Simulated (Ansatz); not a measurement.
# GaH₂ (doublet): wave-function methods side by side at angle H2–Ga1–H3 = 70.6°, aug-cc-pVDZ

How much of the correlation energy of GaH₂ (doublet) does each wave-function method recover here?

The runs use Ansatz 0.2.0, Gaussian basis; aug-cc-pVDZ, core rule «outside noble gas», up to 14 orbitals frozen.

Plan: UHF; CCSD(T) on ROHF; CCSD(T) on UHF; BCCD(T) on ROHF; CISD; CCSDT(Q) on ROHF; CCSDT(Q) on UHF; CASSCF and MRCISD+Q, 3 electrons in 3 orbitals; CASSCF and NEVPT2, 3 electrons in 3 orbitals; CASSCF and MRCISD+Q, 5 electrons in 6 orbitals; CASSCF and NEVPT2, 5 electrons in 6 orbitals; Full CI.

16 further runs of the same task are left out: 11 that didn't finish, 5 set aside as unsound or not needed.

### Step 1. What is computed

The geometry derives from a PBE0/def2-TZVP stationary point (not a proven minimum). One angle is set to the value named; bond lengths are kept. No spin-orbit coupling is included. The filled d shell of Ga may be among the frozen orbitals whatever the setting's name suggests; the logs give the count.

3 atoms, charge 0, spin multiplicity 2.

Atoms are counted from 1 here; the program's logs count them from 0.

Bond lengths: Ga1–H2 1.593 Å, Ga1–H3 1.593 Å. Angles: H2–Ga1–H3 70.6°.

Geometry (Å):

```xyz
3

Ga    0.0000   -0.0365    0.0000
H     0.0000    1.2639   -0.9207
H     0.0000    1.2639    0.9207
```

### Step 2. UHF

The input, in.yaml:

```yaml
crystal:
  periodic: [false, false, false]
  atoms:
    - {symbol: Ga, position_ang: [0.000000, -0.036542, 0.000000]}
    - {symbol: H, position_ang: [0.000000, 1.263860, -0.920735]}
    - {symbol: H, position_ang: [0.000000, 1.263860, 0.920735]}
basis:
  gaussian: {orbitals: aug-cc-pVDZ}
magnetization: {spin_polarized: true, initial_magnetization: 1}
hamiltonian: {xc: hf}
output: {orbitals: {seedname: orbitals}}
```

Run with:

```sh
$ ansatz run in.yaml --threads 1 --pin off --events-out ev --progress --plain --max-ram 2393MiB
```

The runs that follow: CCSD(T) on ROHF; CCSD(T) on UHF; BCCD(T) on ROHF; CISD; CCSDT(Q) on ROHF; CCSDT(Q) on UHF; CASSCF and MRCISD+Q, 3 electrons in 3 orbitals; CASSCF and NEVPT2, 3 electrons in 3 orbitals; CASSCF and MRCISD+Q, 5 electrons in 6 orbitals; CASSCF and NEVPT2, 5 electrons in 6 orbitals; Full CI.

**Question.** What will the summary of the whole plan be? Wanted: FCI below the RHF energy; RMP2 from FCI; UMP2 from FCI; RCCSD from FCI; RCCSD(T) from FCI; UCCSD(T) from FCI; RCCSDT(Q) from FCI; UCCSDT(Q) from FCI; NEVPT2 pair from FCI.

As calculated:

| quantity | value |
| --- | --- |
| FCI below the RHF energy | -2.3441 eV |
| RMP2 from FCI | +14.53 kcal/mol |
| UMP2 from FCI | +14.21 kcal/mol |
| RCCSD from FCI | +1.44 kcal/mol |
| RCCSD(T) from FCI | +0.37 kcal/mol |
| UCCSD(T) from FCI | +0.19 kcal/mol |
| RCCSDT(Q) from FCI | -0.04 kcal/mol |
| UCCSDT(Q) from FCI | -0.21 kcal/mol |
| NEVPT2 pair from FCI | +13.67 kcal/mol |
| MRCISD+Q pair from FCI | -0.28 kcal/mol |
| NEVPT2 valence from FCI | +9.20 kcal/mol |
| levels within 1 kcal/mol (43 meV) | RCCSD(T), UCCSD(T), BCCD(T), RCCSDT, UCCSDT, RCCSDT(Q), UCCSDT(Q), MRCISD+Q pair, MRCISD valence, MRCISD+Q valence |
| T1 diagnostic | 0.024 |
| effectively unpaired electrons | 1.04 |

What this shows: RCCSD(T) lands +0.37 kcal/mol from the yardstick (0.7 % of the correlation energy). UCCSDT, UCCSDT(Q), MRCISD+Q pair, MRCISD+Q valence fall below full CI: unrestricted runs freeze a spin-polarised core, another one than full CI's, and coupled cluster isn't variational. One determinant dominates. Of the multireference levels listed MRCISD+Q valence comes nearest in total energy (-0.20 kcal/mol), which doesn't show that its space is the better one. These misses are within one basis, not against nature; the frozen cores of restricted and unrestricted runs differ, which can shift their rows.
